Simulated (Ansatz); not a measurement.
# RbZn2: the cost of one run

Program: Ansatz 0.2.0. Level of theory: DFT PBE, scalar-relativistic, plane waves, PAW. These are calculated values, not measurements.

### Step 1. The structure to begin with

Symmetry: P4/mmm, No. 123, tetragonal system. The conventional cell has a = 4.641 Å, b = 4.641 Å, c = 17.000 Å, α = 90.00°, β = 90.00°, γ = 90.00°. Rb (site symmetry 4/mmm) has 8 Zn at 3.51 Å as nearest neighbours. Around Zn (site symmetry 4mm) lie 1 Zn at 2.51 Å.

Coordinates:

```
Rb Zn
1.0
     4.64145    0.00000    0.00000
     0.00000    4.64145    0.00000
     0.00000    0.00000   17.00000
Rb Zn
1 2
Direct
  0.00000 0.00000 0.50000
  0.50000 0.50000 0.42607
  0.50000 0.50000 0.57393
```

The cell is invented: species swapped into a sheet modelled on a layer of CeSi2, with Rb on the Ce sites and Zn on the Si sites. Lengths come from tabulated atomic sizes and are only a guess.

It is a sheet, periodic along a and b, with vacuum along c; volumes and pressures of the box carry no meaning, and space groups named for it are those of the box.

### Step 2. A first look at the guess

File input.yaml:

```yaml
crystal:
  lattice:
    - [4.64145344, 0.0, 0.0]
    - [0.0, 4.64145344, 0.0]
    - [0.0, 0.0, 17.0]
  atoms:
    - { symbol: Rb, position: [0.0, 0.0, 0.5] }
    - { symbol: Zn, position: [0.5, 0.5, 0.4260714] }
    - { symbol: Zn, position: [0.5, 0.5, 0.5739286] }
  periodic: [true, true, false]
basis:
  ecutwfc: 420
kpoints:
  mp_grid: { grid: [4, 4, 1] }
hamiltonian:
  xc: pbe
scf:
  occupations: { method: gaussian, width: 0.1 }
  lower_state_search: "off"
output:
  forces: true
  stress: true
  eigenvalues: true
```

Command:

```sh
ansatz run input.yaml --threads 1 --pin off --max-ram 2048MiB --backend cpu --events-out ev --progress --plain --runs-dir out
```

**Question.** How long does this run take on 1 thread of Arm Neoverse V1, shared host, and how much memory does it need?

About 7.8 s, with a peak of 0.6 GiB.
